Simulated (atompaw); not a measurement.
# Pseudopotential generation for arsenic: PAW (atompaw), LDA (PW92)

Aim: build the potential from the settings below, then test how well it stands in for the atom: scattering, ghost states and the plane-wave cutoff that it needs.

Program: atompaw 4.2.0.5. Reference atom: LDA (PW92), scalar-relativistic, spherical and spin-unpolarised. All values are calculated.

6 further runs of the same task are left out: 6 set aside as unsound or not needed.

### 1 Starting point

The settings as typed:

```
element                 : arsenic (As, Z = 33)
type                    : PAW
frozen core             : [Ne]
valence charge          : 23
reference configuration : 3s2 3p6 3d10 4s2 4p3
partial waves           : 3s (bound): rc 0.95 bohr; 4s (bound): rc 1.30 bohr; 3p (bound): rc 0.80 bohr; 4p (bound): rc 1.30 bohr; 3d (bound): rc 0.75 bohr; 3d channel at -2.6 Ry: rc 0.75 bohr
local potential         : ultrasoft scheme with l = 3 at 0 Ry, radius 1.15 bohr
core correction         : smooth core density matched at 1.15 bohr
augmentation charge     : gaussian compensation charge, radius 1.25 bohr; PAW radius 1.30 bohr; waves and projectors: custom rrkj vanderbiltortho
```

The nodes and maxima of the atom's own shells, from an earlier all-electron run, set the scale for the radii.

All-electron outer shells of the reference configuration (LDA (PW92), scalar-relativistic, ld1.x):

```
shell  level (eV)  outermost node (bohr)  outermost maximum (bohr)
   2s    -1484.34                   0.06                      0.17
   2p    -1302.97                      –                      0.14
   3s     -189.50                   0.25                      0.52
   3p     -133.42                   0.22                      0.52
   3d      -40.90                      –                      0.47
   4s      -14.70                   0.73                      1.61
   4p       -5.34                   0.78                      1.97
```

### 2 The generation run

Input file As.input:

```
As 33
LDA-PW scalarrelativistic loggrid 1500 logderivrange -16 5 526
4 4 3 0 0 0
4 1 3
0 0 0
c
c
v
v
c
v
v
v
2
1.30 1.25 1.15 1.15
n
n
y
-2.6
n
custom rrkj vanderbiltortho gaussian
3 0 ultrasoft
0.95
1.30
0.80
1.30
0.75
0.75
PWSCFOUT
UPFDX 0.0125d0 UPFXMIN -7.d0 UPFZMESH 33.d0
END
```

Run with:

```
$ atompaw < As.input > As.log
```

What does the calculation give? Wanted: cutoffs for 10 and 1 mRy, occupied levels; bound ghosts; largest phase difference near zero energy, channels read; lowest eigenvalue of the overlap; share of valence orbitals outside the PAW sphere; UPF file.

As calculated:

| quantity | value |
| --- | --- |
| cutoffs for 10 and 1 mRy, occupied levels | 300 Ry and over 300 Ry |
| bound ghosts | s at -36.27 eV |
| largest phase difference near zero energy, channels read | 0.098 rad |
| lowest eigenvalue of the overlap (Bessel basis) | 0.437 (s) |
| share of valence orbitals outside the PAW sphere | 3s 1 %, 4s 83 %, 3p 2 %, 4p 92 %, 3d 6 % |
| UPF file | written |

In words: It has a bound ghost (s), a state that the atom doesn't have, and that rules the file out. The potential is very hard: the looser tolerance needs 300 Ry. The tighter tolerance needs over 300 Ry, and converged work needs a cutoff nearer that. The slowest occupied level is 3d: taken alone it needs 300 Ry to come within 1 mRy, against 200 Ry for 3p. Near zero energy the largest phase difference among the channels read is 0.10 rad, in the s channel. The pseudo curves have a pole with no partner nearby in the atom's: s at -2.60 Ry. These are tests on the free atom; a crystal test is still owed.
